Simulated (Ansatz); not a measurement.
**Zn: relaxing cell and atoms**

Aim: for Zn, one run (relaxing cell and atoms).

Computed with Ansatz 0.2.0 (DFT PBE, scalar-relativistic, plane waves, PAW, unless a step's input says otherwise).

## Step 1: The starting structure

The structure is hexagonal, space group P6_3/mmc (No. 194). The conventional cell has a = 2.660 Å, b = 2.660 Å, c = 4.950 Å, α = 90.00°, β = 90.00°, γ = 120.00°. Zn (site symmetry -6m2) is surrounded by 12 Zn at 2.66 to 2.91 Å.

As a file:

```cif
data_structure
_symmetry_space_group_name_H-M 'P 1'
_symmetry_Int_Tables_number 1
_cell_length_a 2.6600
_cell_length_b 2.6600
_cell_length_c 4.9500
_cell_angle_alpha 90.000
_cell_angle_beta 90.000
_cell_angle_gamma 120.000
_cell_volume 30.33
loop_
_atom_site_label
_atom_site_type_symbol
_atom_site_fract_x
_atom_site_fract_y
_atom_site_fract_z
_atom_site_occupancy
Zn1 Zn 0.33333 0.66667 0.25000 1
Zn2 Zn 0.66667 0.33333 0.75000 1
```

## Step 2: Relaxing cell and atoms: Zn, no spin, 10 GPa

input.yaml

```yaml
crystal:
  lattice:
    - [2.66, 0.0, 0.0]
    - [-1.33, 2.30362757, 0.0]
    - [0.0, 0.0, 4.95]
  atoms:
    - { symbol: Zn, position: [0.3333333333, 0.6666666667, 0.25] }
    - { symbol: Zn, position: [0.6666666667, 0.3333333333, 0.75] }
scf:
  occupations: { method: gaussian, width: 0.1 }
output:
  forces: true
  stress: true
  eigenvalues: true
  write_density: true
  write_potential: true
  elf: true
  volumetric_format: npy
kpoints:
  mp_grid: { grid: [57, 57, 26] }
hamiltonian:
  xc: pbe
relax:
  f_tol: 0.003
  max_steps: 60
  cell: { stress_tol: 0.01, p_target: 10 }
```

The run is started by

```bash
$ ansatz run input.yaml --threads 8 --pin off --max-ram 24576MiB --backend cpu --events-out ev --progress --plain --runs-dir out
```

Standard output:

```text
Warning: RAYON_NUM_THREADS=8 ignored (pool sized by the plan → 8); use --threads N
Engine: ansatz 0.2.0, x86_64-unknown-linux-gnu
Pseudopotentials: kind: paw
Pseudopotential: Zn, paw, valence charge 12, recommended cutoff 420 eV (normal), Zn.paw.azcp
Functional definition: PBE
  parameter kappa = 0.804
  parameter beta = 0.06672455060314922
  exchange = pbe_x(kappa = kappa, mu = beta*pi^2/3)
  correlation = pbe_c(beta = beta)
Crystal: 2 atoms, lattice volume = 30.332 Å³
Basis set: ecut = 420 eV, 611 PW (Γ), exchange–correlation on 36×36×72 points (8 copies of the dense FFT grid, shifted against one another)
Bands: 16, of which v1, the nominal top of the filled ones, is band 12 counted from 1 (11 counted from 0)
Symmetry: 24 space group operations
Space group: P63/mmc (ITA 194), of the structure as read, at distance tolerance 3.1e-5 Å
k-points: 4200 of 84474
Non-local potential: Zn, projectors of the file, l = 0: 2, l = 1: 2, l = 2: 3, l = 3: 1
PAW form: soft (Blöchl's): semilocal exchange-correlation on the pseudo side does not see the compensation charge
PAW one-centre angular grid: Zn, 590 points (default); XC on 64 Gauss nodes
Initial density: superposition of atomic densities (neutral atoms: chi_scale 0, normalization atom), corrected by the library's trained network
Initial wavefunctions: pseudopotential atomic-orbital guess
Functional: x = pbe(κ = 0.804, μ = 0.2195149727645171), c = pbe(β = 0.06672455060314922)
SCF iter   1: F=—  HF=-6638.060224 eV  |F-HF|=—  |Δ(HF+E_count)|=         —  Δρ=1.05e-3  dr2=1.86e-4  ethr=1.77e-3  ⟨swp⟩=5.0  Hψ=331187  notcnv=0
preconditioner: auto → none  [metal: Δε(μ)=0.002 eV  Ē_g=13.101 eV  σ=0.100 eV  W_gap=0.01  n_scr=4 (ndim 8)  ℏωp=33.0 eV  f_vac=0.000  D(μ)=0.43/eV (n_scr^D=2)  sad-step TF]
SCF iter   2: F=—  HF=-6638.060385 eV  |F-HF|=—  |Δ(HF+E_count)|=   1.61e-4  Δρ=6.91e-4  dr2=9.04e-5  ethr=7.77e-7  ⟨swp⟩=2.5  Hψ=158314  notcnv=0
SCF iter   3: F=—  HF=-6638.060389 eV  |F-HF|=—  |Δ(HF+E_count)|=   3.38e-6  Δρ=3.30e-4  dr2=1.65e-5  ethr=3.77e-7  ⟨swp⟩=2.0  Hψ=116331  notcnv=0
SCF iter   4: F=—  HF=-6638.060400 eV  |F-HF|=—  |Δ(HF+E_count)|=   1.15e-5  Δρ=1.46e-4  dr2=3.46e-6  ethr=6.88e-8  ⟨swp⟩=2.2  Hψ=95529  notcnv=0
SCF iter   5: F=—  HF=-6638.060400 eV  |F-HF|=—  |Δ(HF+E_count)|=   8.36e-8  Δρ=3.07e-5  dr2=1.65e-7  ethr=1.44e-8  ⟨swp⟩=2.1  Hψ=113568  notcnv=0
SCF iter   6: F=-6638.060400 eV  HF=-6638.060400 eV  |F-HF|=8.46e-11  |Δ(HF+E_count)|=   3.69e-8  Δρ=7.36e-7  dr2=8.26e-11  ethr=4.17e-10  ⟨swp⟩=9.2  Hψ=479104  notcnv=0
SCF 1 converged in 6 iterations: F = -6638.060400 eV  dr2 = 8.26e-11
relax step   1: F+E_penalty+E_count = -6638.06040026 eV  Δ(F+E_penalty+E_count) = +0.000e0 eV  max|allowed force component| = 3.701e-16 eV/Å  Δτ_max = 0.0000 Å  P = -0.109 GPa  Ω = 30.332 Å³  (6 SCF iters, dr2 threshold 1.00e-7 eV, accepted)
Crystal: 2 atoms, lattice volume = 27.460 Å³
Basis set: ecut = 420 eV, 549 PW (Γ), exchange–correlation on 36×36×72 points (8 copies of the dense FFT grid, shifted against one another)
Initial density: handed on by an earlier stage of this run
Initial wavefunctions: those handed on with the density
iter 1 solved again at ethr=8.68e-5 eV; its pass at ethr=3.10e-3 eV (dr2=2.08e-2 eV) is discarded
SCF iter   1: F=—  HF=-6638.000068 eV  |F-HF|=—  |Δ(HF+E_count)|=         —  Δρ=1.08e-2  dr2=2.14e-2  ethr=8.68e-5  ⟨swp⟩=1.3  Hψ=503331  notcnv=0
preconditioner: auto → none  [metal: Δε(μ)=0.005 eV  Ē_g=13.665 eV  σ=0.100 eV  W_gap=0.03  n_scr=2 (ndim 8)  ℏωp=34.7 eV  f_vac=0.000  D(μ)=0.38/eV (n_scr^D=2)]
SCF iter   2: F=—  HF=-6637.995245 eV  |F-HF|=—  |Δ(HF+E_count)|=   4.82e-3  Δρ=4.40e-3  dr2=2.18e-3  ethr=8.68e-5  ⟨swp⟩=2.0  Hψ=133547  notcnv=0
SCF iter   3: F=—  HF=-6637.992961 eV  |F-HF|=—  |Δ(HF+E_count)|=   2.28e-3  Δρ=1.32e-3  dr2=4.22e-4  ethr=9.07e-6  ⟨swp⟩=2.0  Hψ=149273  notcnv=0  defer=1
SCF iter   4: F=—  HF=-6637.992773 eV  |F-HF|=—  |Δ(HF+E_count)|=   1.88e-4  Δρ=1.81e-4  dr2=5.52e-6  ethr=1.76e-6  ⟨swp⟩=2.5  Hψ=113464  notcnv=0  defer=3
SCF iter   5: F=—  HF=-6637.992764 eV  |F-HF|=—  |Δ(HF+E_count)|=   9.28e-6  Δρ=2.09e-5  dr2=4.42e-8  ethr=8.33e-10  ⟨swp⟩=9.3  Hψ=652906  notcnv=0
SCF iter   6: F=-6637.992764 eV  HF=-6637.992764 eV  |F-HF|=2.00e-11  |Δ(HF+E_count)|=   2.84e-8  Δρ=1.40e-6  dr2=2.13e-10  ethr=1.84e-10  ⟨swp⟩=6.5  Hψ=470705  notcnv=0
SCF 2 converged in 6 iterations: F = -6637.992764 eV  dr2 = 2.13e-10
relax step   2: F+E_penalty+E_count = -6637.99276354 eV  Δ(F+E_penalty+E_count) = +6.764e-2 eV  max|allowed force component| = 1.573e-16 eV/Å  Δτ_max = 0.0000 Å  P = +8.799 GPa  Ω = 27.460 Å³  energy of the carried Pulay correction = +2.039e-3 eV  (6 SCF iters, dr2 threshold 2.00e-7 eV, accepted)
Crystal: 2 atoms, lattice volume = 26.993 Å³
Basis set: ecut = 420 eV, 537 PW (Γ), exchange–correlation on 36×36×72 points (8 copies of the dense FFT grid, shifted against one another)
iter 1 solved again at ethr=3.55e-6 eV; its pass at ethr=3.10e-3 eV (dr2=8.53e-4 eV) is discarded
SCF iter   1: F=—  HF=-6637.966886 eV  |F-HF|=—  |Δ(HF+E_count)|=         —  Δρ=1.98e-3  dr2=7.92e-4  ethr=3.55e-6  ⟨swp⟩=2.6  Hψ=502936  notcnv=0
preconditioner: auto → none  [metal: Δε(μ)=0.001 eV  Ē_g=13.879 eV  σ=0.100 eV  W_gap=0.01  n_scr=2 (ndim 8)  ℏωp=35.0 eV  f_vac=0.000  D(μ)=0.38/eV (n_scr^D=2)]
SCF iter   2: F=—  HF=-6637.966717 eV  |F-HF|=—  |Δ(HF+E_count)|=   1.69e-4  Δρ=9.09e-4  dr2=9.43e-5  ethr=3.30e-6  ⟨swp⟩=2.0  Hψ=113666  notcnv=0
SCF iter   3: F=—  HF=-6637.966625 eV  |F-HF|=—  |Δ(HF+E_count)|=   9.15e-5  Δρ=2.97e-4  dr2=2.27e-5  ethr=3.93e-7  ⟨swp⟩=2.0  Hψ=117488  notcnv=0
SCF iter   4: F=—  HF=-6637.966619 eV  |F-HF|=—  |Δ(HF+E_count)|=   6.67e-6  Δρ=5.80e-5  dr2=5.76e-7  ethr=9.48e-8  ⟨swp⟩=2.2  Hψ=114781  notcnv=0
SCF iter   5: F=-6637.966619 eV  HF=-6637.966619 eV  |F-HF|=2.76e-9  |Δ(HF+E_count)|=   2.08e-7  Δρ=8.49e-6  dr2=7.17e-9  ethr=8.33e-10  ⟨swp⟩=11.8  Hψ=673377  notcnv=0
SCF 3 converged in 5 iterations: F = -6637.966619 eV  dr2 = 7.17e-9
relax step   3: F+E_penalty+E_count = -6637.96661894 eV  Δ(F+E_penalty+E_count) = +2.614e-2 eV  max|allowed force component| = 2.776e-16 eV/Å  Δτ_max = 0.0000 Å  P = +10.593 GPa  Ω = 26.993 Å³  energy of the carried Pulay correction = +2.404e-3 eV  (5 SCF iters, dr2 threshold 2.00e-7 eV, accepted)
[... 8 lines left out ...]
relax step   4: F+E_penalty+E_count = -6637.96788849 eV  Δ(F+E_penalty+E_count) = -1.270e-3 eV  max|allowed force component| = 1.480e-16 eV/Å  Δτ_max = 0.0000 Å  P = +10.400 GPa  Ω = 27.001 Å³  energy of the carried Pulay correction = +2.409e-3 eV  (4 SCF iters, dr2 threshold 2.00e-7 eV, accepted)
[... 8 lines left out ...]
relax step   5: F+E_penalty+E_count = -6637.97007715 eV  Δ(F+E_penalty+E_count) = -2.189e-3 eV  max|allowed force component| = 1.018e-16 eV/Å  Δτ_max = 0.0000 Å  P = +9.979 GPa  Ω = 27.026 Å³  energy of the carried Pulay correction = +2.416e-3 eV  (4 SCF iters, dr2 threshold 2.00e-7 eV, accepted)
[... 8 lines left out ...]
relax step   6: F+E_penalty+E_count = -6637.96998643 eV  Δ(F+E_penalty+E_count) = +9.072e-5 eV  max|allowed force component| = 1.480e-16 eV/Å  Δτ_max = 0.0000 Å  P = +10.000 GPa  Ω = 27.024 Å³  energy of the carried Pulay correction = +2.416e-3 eV  (4 SCF iters, dr2 threshold 3.19e-9 eV, accepted)
[... 11 lines left out ...]
relax step   7: F+E_penalty+E_count = -6637.96801479 eV  Δ(F+E_penalty+E_count) = +1.972e-3 eV  max|allowed force component| = 1.850e-16 eV/Å  Δτ_max = 0.0000 Å  P = +9.967 GPa  Ω = 27.024 Å³  stress off target by 7.19e-2 GPa  SCF on the basis re-selected at this cell (its energy is not comparable with the rows above)  (6 SCF iters)
[... 9 lines left out ...]
relax step   8: F+E_penalty+E_count = -6637.96744693 eV  Δ(F+E_penalty+E_count) = +5.679e-4 eV  max|allowed force component| = 2.961e-16 eV/Å  Δτ_max = 0.0000 Å  P = +9.992 GPa  Ω = 27.015 Å³  energy of the carried Pulay correction = +7.202e-6 eV  (4 SCF iters, dr2 threshold 1.29e-8 eV, accepted)
[... 8 lines left out ...]
relax step   9: F+E_penalty+E_count = -6637.96729384 eV  Δ(F+E_penalty+E_count) = +1.531e-4 eV  max|allowed force component| = 3.701e-17 eV/Å  Δτ_max = 0.0000 Å  P = +10.000 GPa  Ω = 27.012 Å³  energy of the carried Pulay correction = +9.062e-6 eV  (4 SCF iters, dr2 threshold 4.50e-10 eV, accepted)
iter 1 solved again at ethr=6.49e-10 eV; its pass at ethr=3.10e-3 eV (dr2=1.56e-7 eV) is discarded
SCF iter   1: F=—  HF=-6637.967296 eV  |F-HF|=—  |Δ(HF+E_count)|=         —  Δρ=1.68e-6  dr2=2.12e-10  ethr=6.49e-10  ⟨swp⟩=4.4  Hψ=597620  notcnv=0
preconditioner: auto → none  [metal: Δε(μ)=0.004 eV  Ē_g=13.865 eV  σ=0.100 eV  W_gap=0.02  n_scr=2 (ndim 8)  ℏωp=35.0 eV  f_vac=0.000  D(μ)=0.35/eV (n_scr^D=2)]
SCF iter   2: F=—  HF=-6637.967284 eV  |F-HF|=—  |Δ(HF+E_count)|=   1.11e-5  Δρ=1.30e-6  dr2=1.78e-10  ethr=8.84e-13 (applied; sched 1.00e-12)  ⟨swp⟩=3.5  Hψ=166487  notcnv=0
SCF iter   3: F=—  HF=-6637.967284 eV  |F-HF|=—  |Δ(HF+E_count)|=  1.27e-11  Δρ=4.84e-7  dr2=2.33e-11  ethr=7.42e-13 (applied; sched 1.00e-12)  ⟨swp⟩=2.0  Hψ=112813  notcnv=0
SCF iter   4: F=—  HF=-6637.967284 eV  |F-HF|=—  |Δ(HF+E_count)|=  8.19e-12  Δρ=1.67e-7  dr2=1.97e-12  ethr=9.71e-14 (applied; sched 1.00e-12)  ⟨swp⟩=2.0  Hψ=116929  notcnv=0
SCF iter   5: F=-6637.967284 eV  HF=-6637.967284 eV  |F-HF|=0.00e0  |Δ(HF+E_count)|=  6.37e-12  Δρ=3.32e-8  dr2=9.67e-14  ethr=1.00e-12  ⟨swp⟩=4.9  Hψ=267879  notcnv=0
SCF 10 converged in 5 iterations: F = -6637.967284 eV  dr2 = 9.67e-14
relax step  10: F+E_penalty+E_count = -6637.96728441 eV  Δ(F+E_penalty+E_count) = +9.435e-6 eV  max|allowed force component| = 3.701e-17 eV/Å  Δτ_max = 0.0000 Å  P = +10.000 GPa  Ω = 27.012 Å³  stress off target by 1.48e-4 GPa  SCF on the basis re-selected at this cell (its energy is not comparable with the rows above)  (5 SCF iters)
basis re-selected at this cell: Δ(F+E_penalty+E_count) = +9.435e-6 eV, ΔP = -0.000 GPa vs the last step (what re-selecting the basis moved, of the pressure what is left beyond the Pulay correction that the steps carried, after the strain that the cell walked since its last selection, with what the two solves' SCF thresholds leave and, on support functions, any second-order correction that the steps lacked; it is no measure of the basis error at this ecutwfc). This SCF's stress stands 1.48e-4 GPa from its target on what of the cell is left free (relax.cell.stress_tol is 1.00e-2 GPa) and its largest allowed force component is 3.70e-17 eV/Å (relax.f_tol is 3.00e-3 eV/Å): within both
SCF converged after 5 iterations
Free energy (F): -6637.967284 eV
Harris-Foulkes:  -6637.967284 eV  (|F-HF|=0.00e0)
Internal energy: -6637.965523 eV  (E = F + TS)
E sigma→0 (E₀):  -6637.966404 eV
Entropy (-TS):   -0.001761 eV (-0.881 meV/atom)
Fermi energy:    13.068239 eV
--- Per-component energies (eV) ---
  E_band       = 135.615847
  E_kinetic    = 264.363930
  E_local      = -2907.699766  (includes V_loc(G=0)·N_el)
  E_nonlocal   = 1219.534469
  E_hartree    = 1223.558591
  E_xc         = -277.235132
  E_vxc        = -107.686081  (∫ρ·V_xc dr)
  E_paw        = -3647.661441  (= ΣΔE_a)
  E_vpaw       = -780.013141  (= ΣTr[D̂ρ^β])
  E_aug_tail   = -0.000738  (compensation charges beyond the density's cutoff)
  E_ewald      = -2512.825435
  E_smearing   = -0.001761  (= −TS)
  E_closure    = -0.000000  (closes the sum)
  Σ components = -6637.967284   (vs F -6637.967284, Δ=0.00e0)
--- Forces (eV/Å), atoms counted from 1 ---
  atom   1  Zn     0.00000000     0.00000000     0.00000000
  atom   2  Zn    -0.00000000    -0.00000000     0.00000000
  max |Σ_I F_I| component: 7.40e-17 eV/Å
--- Stress (GPa, compression-positive) ---
        9.999882      -0.000000       0.000000
        0.000000       9.999882       0.000000
        0.000000       0.000000       9.999852
  P = ⅓ Tr σ = 9.9999 GPa (99.999 kbar)
--- Band table (eV; the first three rows and the last of 4200) ---
  k-point 0: bands = ["1.5598", "3.8937", "4.7921", "4.9840", "4.9840", "5.0665", "5.0665", "5.3660", "5.3660", "5.7023", "5.7023", "8.9907", "10.7367", "29.6478", "30.6554", "30.6554"]
  k-point 1: bands = ["1.5706", "3.8929", "4.7916", "4.9834", "4.9834", "5.0657", "5.0657", "5.3681", "5.3681", "5.7016", "5.7016", "8.8289", "10.9211", "29.3693", "30.6664", "30.6664"]
  k-point 2: bands = ["1.6031", "3.8904", "4.7900", "4.9819", "4.9819", "5.0632", "5.0632", "5.3743", "5.3743", "5.6996", "5.6996", "8.4636", "11.3543", "28.7131", "30.6996", "30.6996"]
  k-point 4199: bands = ["4.5787", "4.5787", "4.7415", "4.7415", "4.9912", "4.9912", "5.2577", "5.2577", "5.7163", "5.7163", "13.5672", "13.5672", "14.6646", "14.6646", "15.2821", "15.2821"]
--- Relaxed structure (8 steps of the walk, 8 accepted, 2 SCFs on fresh bases) ---
  F+E_penalty+E_count = -6637.96728441 eV   max|allowed force component| = 3.701e-17 eV/Å   (the final SCF, on the basis selected at the relaxed cell)
  cell:  # Å, volume = 27.0125 Å³
    - [2.609694854998466, 0.0, 0.0]
    - [-1.304847427499233, 2.2600620405542187, 0.0]
    - [0.0, 0.0, 4.579884506802035]
  atoms:
    - { symbol: Zn, position: [0.33333333333333337, 0.6666666666666667, 0.25] }
    - { symbol: Zn, position: [0.6666666666666667, 0.33333333333333337, 0.75] }
```

Wall time 1.9 min (8 threads of Intel Xeon Platinum 8488C (Sapphire Rapids), shared host); peak memory 2.2 GiB.

Step by step:

```csv
step,E - E(step 1) (eV/cell),largest force component (eV/Å),pressure (GPa),volume (Å³)
1,0.0000,0.0000,-0.11,30.33
2,0.0676,0.0000,8.80,27.46
3,0.0938,0.0000,10.59,26.99
4,0.0925,0.0000,10.40,27.00
5,0.0903,0.0000,9.98,27.03
6,0.0904,0.0000,10.00,27.02
7,0.0924,0.0000,9.97,27.02
8,0.0930,0.0000,9.99,27.01
9,0.0931,0.0000,10.00,27.01
10,0.0931,0.0000,10.00,27.01
```

Step 1 is the start. Steps 7, 10 each repeat the geometry before them on a plane-wave basis chosen anew, so the energy can jump there without any move.

«Before» is this run's own start.

|  | before | after | change |
| --- | --- | --- | --- |
| a (Å) | 2.660 | 2.610 | -1.9 % |
| b (Å) | 2.660 | 2.610 | -1.9 % |
| c (Å) | 4.950 | 4.580 | -7.5 % |
| volume (Å³/atom) | 15.17 | 13.51 | -10.9 % |
| shortest distance (Å) | 2.660 | 2.610 | -1.9 % |
| space group (0.01 Å) | P6_3/mmc | P6_3/mmc | same |

Forces and stress were held to the start's 24 operations: a distortion of lower symmetry was not tested.

Density in a lattice plane of the grid's cell (edges 2.61 and 4.58 Å, at 0.333 of the third edge), which holds Zn.

Ten even steps from ' ' (0.17 e/Å³) to '@' (37.22 e/Å³):
```
                            
                            
                ......      
              ..--**++::    
              ..++@@%%--..  
              ..--**++::    
                  ....      
                            
                            
                            
                            
                            
                            
                            
                            
                            
                            
                            
                            
                            
```
Columns run along the first of these edges and rows up along the second, over one cell in 14 and 20 even steps from the bottom left corner. Atoms in the plane (fractional): Zn at (0.67, 0.75).

ELF in the same plane.

Ten even steps from ' ' (0.00) to '@' (0.44):
```
++********++================
++**##**++======--------====
==++##**++==--::..    ..::==
==++##**++==::          ..--
==++##**++==::            --
==++##**++==::          ..--
==++##**++==--::      ..::==
==**##**++======--::----====
++********++================
**++++++++**++++++++++++++++
++++====++++****########****
==========++**##%%%%%%%%##++
==========++++##%%@@@@%%**++
============++**%%@@@@%%**++
====----====++**%%@@@@%%++++
============++**%%@@@@%%**++
==========++++##%%@@@@%%**++
++========++**##%%%%%%%%##++
++++====++++**##########****
**++++++****++++++====++++**
```
Columns run along the first of these edges and rows up along the second, over one cell in 14 and 20 even steps from the bottom left corner. Atoms in the plane (fractional): Zn at (0.67, 0.75).

Both are smooth fields of the valence electrons: close to the nuclei they are not physical.

## Step 3: The runs side by side

| step | volume (Å³/atom) | pressure (GPa) | energy (eV) | gap on the mesh (eV) | time |
| --- | --- | --- | --- | --- | --- |
| 2 | 13.51 | 10.0 | -6637.966 | 0.00 | 1.9 min |

What this shows: The values hold for the settings typed; their convergence was not tested in this session.
